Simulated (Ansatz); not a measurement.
# IrRh2: the cost of one run

Method: DFT PBE, scalar-relativistic, plane waves, PAW, unless a step names another level, in Ansatz 0.2.0.

3 further runs of the same task are left out: 2 that didn't finish, 1 set aside as unsound or not needed.

## (1) Starting point

The structure is trigonal, space group P-3m1 (No. 164). Conventional cell: a = 2.733 Å, b = 2.733 Å, c = 13.220 Å, α = 90.00°, β = 90.00°, γ = 120.00°. Around Ir (site symmetry 3m) lie 3 Rh at 2.72 Å and 9 Ir at 2.72 to 2.73 Å. Rh (site symmetry 3m) has 9 Rh at 2.71 to 2.73 Å and 3 Ir at 2.72 Å as nearest neighbours. Around Rh (site symmetry 3m) lie 12 Rh at 2.69 to 2.73 Å.

Structure file:

```cif
data_structure
_symmetry_space_group_name_H-M 'P 1'
_symmetry_Int_Tables_number 1
_cell_length_a 2.7334
_cell_length_b 2.7334
_cell_length_c 13.2199
_cell_angle_alpha 90.000
_cell_angle_beta 90.000
_cell_angle_gamma 120.000
_cell_volume 85.54
loop_
_atom_site_label
_atom_site_type_symbol
_atom_site_fract_x
_atom_site_fract_y
_atom_site_fract_z
_atom_site_occupancy
Ir1 Ir 0.33333 0.66667 0.41640 1
Ir2 Ir 0.66667 0.33333 0.58360 1
Rh1 Rh 0.33333 0.66667 0.75073 1
Rh2 Rh 0.33333 0.66667 0.08261 1
Rh3 Rh 0.66667 0.33333 0.91739 1
Rh4 Rh 0.66667 0.33333 0.24927 1
```

The cell was relaxed beforehand at this level, from a generated guess; it is a trial structure. At a tolerance of 0.05 Å it has space group P-3m1 (No. 164); it has 14.26 Å³/atom, an uncorrected energy of +0.04 eV/atom over the elements.

## (2) Bands, states and charges

Input file input.yaml:

```yaml
crystal:
  lattice:
    - [2.7334276569, 0.0, 0.0]
    - [-1.3667138284, 2.3672177903, 0.0]
    - [0.0, 0.0, 13.2198980718]
  atoms:
    - { symbol: Ir, position: [0.3333333333, 0.6666666667, 0.4163975397] }
    - { symbol: Ir, position: [0.6666666667, 0.3333333333, 0.5836024603] }
    - { symbol: Rh, position: [0.3333333333, 0.6666666667, 0.7507334083] }
    - { symbol: Rh, position: [0.3333333333, 0.6666666667, 0.0826126458] }
    - { symbol: Rh, position: [0.6666666667, 0.3333333333, 0.9173873542] }
    - { symbol: Rh, position: [0.6666666667, 0.3333333333, 0.2492665917] }
basis:
  ecutwfc: 420
kpoints:
  mp_grid: { grid: [18, 18, 4] }
  band_path:
    path:
      - [[0.0, 0.0, 0.0], [0.5, 0.0, 0.0], [0.33333333, 0.33333333, 0.0], [0.0, 0.0, 0.0], [0.0, 0.0, 0.5], [0.5, 0.0, 0.5], [0.33333333, 0.33333333, 0.5], [0.0, 0.0, 0.5]]
      - [[0.5, 0.0, 0.5], [0.5, 0.0, 0.0]]
      - [[0.33333333, 0.33333333, 0.5], [0.33333333, 0.33333333, 0.0]]
    npoints: 14
hamiltonian:
  xc: pbe
scf:
  occupations: { method: gaussian, width: 0.1 }
  n_extra_bands: 15
output:
  forces: true
  stress: true
  eigenvalues: true
  populations: true
  dos: { projected: true, de: 0.02, nscf_kmesh: { grid: [22, 22, 5] } }
  bader: true
  write_density: true
  write_potential: true
  elf: true
  volumetric_format: npy
```

Started as:

```
$ ansatz run input.yaml --threads 1 --pin off --max-ram 2560MiB --backend cpu --events-out ev --progress --plain --runs-dir out
```

What time and memory should one allow on 1 thread of Arm Neoverse V2, shared host?

About 2.3 min, with a peak of 1 GiB.
